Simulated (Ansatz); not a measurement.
2 structures of ZrIn: a ranking of polymorphs by energy, run with Ansatz 0.2.0 through its Python package.

Script `zrin_polymorphs.py`:
```python
"""Relative energies of ZrIn phases, after relaxing atoms and volume at fixed cell shape."""

import csv
import warnings

import ansatz as az
import numpy as np
import spglib

PHASES = {
    "P4/mmm": (
        [[3.14064916, 0.0, 0.0], [0.0, 3.14064916, 0.0], [0.0, 0.0, 4.45410072]],
        [
            ("Zr", [0.0, 0.0, 0.0]),
            ("In", [0.5, 0.5, 0.5]),
        ],
    ),
    "R-3m": (
        [[1.61830007, 0.93432598, 5.12158261], [-1.61830007, 0.93432598, 5.12158261], [0.0, -1.86865196, 5.12158261]],
        [
            ("Zr", [0.5, 0.5, 0.5]),
            ("In", [0.0, 0.0, 0.0]),
        ],
    ),
}


def build(vectors, sites):
    crystal = az.Crystal(lattice=az.Lattice.of(vectors))
    for symbol, position in sites:
        crystal = crystal.atom(symbol, position)
    return crystal


def ground_state(name, crystal):
    calc = crystal.calculation()
    calc = calc.functional("PBEsol").basis(460)
    calc = calc.kpoints(spacing=0.15).occupations("fermi_dirac", width=0.05)
    calc = calc.stress()
    calc = calc.band_table()
    calc = calc.relax(force_tolerance=0.03, fix_cell=["shape"])
    return calc.run(threads=1, pin="off")


def space_group(outcome):
    sites = outcome.report["lattice"]["sites"]
    kinds = sorted({site["symbol"] for site in sites})
    cell = (outcome.lattice.cell_ang, [site["position_frac"] for site in sites], [kinds.index(site["symbol"]) for site in sites])
    return spglib.get_spacegroup(cell, symprec=0.01)


def volume_per_atom(outcome):
    return abs(np.linalg.det(outcome.lattice.cell_ang)) / len(outcome.lattice.sites)

warnings.simplefilter("ignore", az.DeckWarning)

phases = {name: build(*cell) for name, cell in PHASES.items()}

done = {}
for name, crystal in phases.items():
    try:
        done[name] = ground_state(name, crystal)
    except az.NonConvergedError as error:
        print(name, "did not converge:", str(error)[:120])

energy = {name: o.report["energy_sigma0_ev"] / len(o.lattice.sites) for name, o in done.items()}
lowest = min(energy.values())
rows = [(name, len(o.lattice.sites), 1000 * (energy[name] - lowest), space_group(o), volume_per_atom(o)) for name, o in done.items()]
rows.sort(key=lambda row: row[2])
with open("polymorphs.csv", "w", newline="") as handle:
    writer = csv.writer(handle)
    writer.writerow(["phase", "atoms", "dE (meV/atom)", "space group", "V (A^3/atom)"])
    writer.writerows([round(v, 4) if isinstance(v, float) else v for v in row] for row in rows)
print(open("polymorphs.csv").read())
print("lowest in energy:", rows[0][0])
```

Which of these structures comes out lowest, and how far apart are they?

By space group at the end of each run: P4/mmm (+0 meV an atom, 21.3 Å³) and R-3m (+171 meV an atom, 22.1 Å³).

What the script printed:

```console
$ python zrin_polymorphs.py
phase,atoms,dE (meV/atom),space group,V (A^3/atom)
P4/mmm,2,0.0,P4/mmm (123),21.2623
R-3m,2,170.678,R-3m (166),22.1109

lowest in energy: P4/mmm
```

Reading the output:
- The run is spin-unpolarised.
- Atoms and volume are relaxed with the cell's shape held, which in cells of lower than cubic symmetry can hide stresses and shift volumes.
- The cells come from databases of deposited and of computed structures, and not all need be stable phases.
- The ranking holds among these structures alone, at zero temperature; the ground state may be another structure. Differences under 10 to 15 meV an atom lie within the error of mesh and functional.
- Run time: 80 s on 1 thread of Intel(R) Xeon(R) 6975P-C (Granite Rapids), with other jobs on the host, peak memory 0.73 GiB.
